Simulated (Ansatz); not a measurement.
# YSn3: response to strain

YSn3 is deformed so: equal xy, yz and zx engineering shear strains of +1 %. What stress and forces result, by LAPW, PAW and all-electron datasets made for the crystal?

Program: Ansatz 0.2.0. Level of theory: DFT PBEsol, scalar-relativistic. These are calculated values, not measurements.

**1. Starting point**

Symmetry: Pm-3m, No. 221, cubic system. Conventional cell: a = 4.666 Å, b = 4.666 Å, c = 4.666 Å, α = 90.00°, β = 90.00°, γ = 90.00°. Y (site symmetry m-3m) is surrounded by 12 Sn at 3.30 Å. Sn (site symmetry 4/mmm) has 8 Sn at 3.30 Å and 4 Y at 3.30 Å in its first shell of neighbours.

Structure file:

```xyz
4
Lattice="4.6660 0.0000 0.0000 0.0000 4.6660 0.0000 0.0000 0.0000 4.6660" Properties=species:S:1:pos:R:3 pbc="T T T"
Y     0.0000    0.0000    0.0000
Sn    0.0000    2.3330    2.3330
Sn    2.3330    0.0000    2.3330
Sn    2.3330    2.3330    0.0000
```

Atoms are numbered in the order of the input: Y1, Sn2, Sn3, Sn4.

**2. After the deformation**

Space group Pm-3m before, R-3m after.

**3. Full-potential LAPW**

input.yaml reads:

```yaml
crystal:
  lattice:
    - [4.666, 0.02333, 0.02333]
    - [0.02333, 4.666, 0.02333]
    - [0.02333, 0.02333, 4.666]
  atoms:
    - { symbol: "Y", position: [0.0, 0.0, 0.0] }
    - { symbol: Sn, position: [0.0, 0.5, 0.5] }
    - { symbol: Sn, position: [0.5, 0.0, 0.5] }
    - { symbol: Sn, position: [0.5, 0.5, 0.0] }
kpoints:
  mp_grid: { grid: [8, 8, 8] }
  band_path:
    path:
      - [0.0, 0.0, 0.0]
      - [0.5, 0.5, 0.5]
      - [0.5098274679, 0.4901725321, 0.5]
      - [0.5, -0.4901725321, 0.4901725321]
      - [0.5, 0.0, 0.0]
      - [0.0, 0.0, 0.0]
      - [0.4950862661, -0.4950862661, 0.0]
      - [0.5049137339, 0.0, 0.4950862661]
      - [0.5, 0.0, 0.5]
    npoints: 5
scf:
  occupations: { method: fermi_dirac, width: 0.05 }
hamiltonian:
  xc: pbesol
  pseudopotentials: { kind: all_electron, lapw: { basis_error: 0.001 } }
output:
  forces: true
  stress: true
  eigenvalues: true
```

Started as:

```sh
ansatz run input.yaml --threads 1 --pin off --max-ram 4096MiB --backend cpu --events-out ev --progress --plain --runs-dir out
```

**4. PAW with frozen cores**

input.yaml reads:

```yaml
crystal:
  lattice:
    - [4.666, 0.02333, 0.02333]
    - [0.02333, 4.666, 0.02333]
    - [0.02333, 0.02333, 4.666]
  atoms:
    - { symbol: "Y", position: [0.0, 0.0, 0.0] }
    - { symbol: Sn, position: [0.0, 0.5, 0.5] }
    - { symbol: Sn, position: [0.5, 0.0, 0.5] }
    - { symbol: Sn, position: [0.5, 0.5, 0.0] }
kpoints:
  mp_grid: { grid: [8, 8, 8] }
scf:
  occupations: { method: fermi_dirac, width: 0.05 }
hamiltonian:
  xc: pbesol
  pseudopotentials: { kind: paw }
output:
  forces: true
  stress: true
  eigenvalues: true
  efg: { contact_densities: true }
```

**5. Datasets made for this crystal**

Changes to input.yaml since step 4:

```diff
@@ -16,3 +16,3 @@
   xc: pbesol
-  pseudopotentials: { kind: paw }
+  pseudopotentials: { kind: all_electron, datasets: crystal }
 output:
```

(Steps that only read results are left out.)

**Question.** What will these runs give? Wanted: pressure; largest shear or deviatoric stress.

**Answer**, as computed:

| quantity | value |
| --- | --- |
| pressure | LAPW -0.81, PAW -0.81, crystal datasets -0.81 GPa |
| largest shear or deviatoric stress (LAPW) | 0.30 GPa |

**Reading.** The largest part of the stress beyond the pressure is 0.30 GPa in size; the atoms are carried along and not relaxed. No run of the undeformed cell stands beside it, so pressure and stress hold what the given cell had before the change, as far as its symmetry allows. PAW: stress within 0.01 GPa of LAPW. Crystal datasets: stress within 0.01 GPa of LAPW.
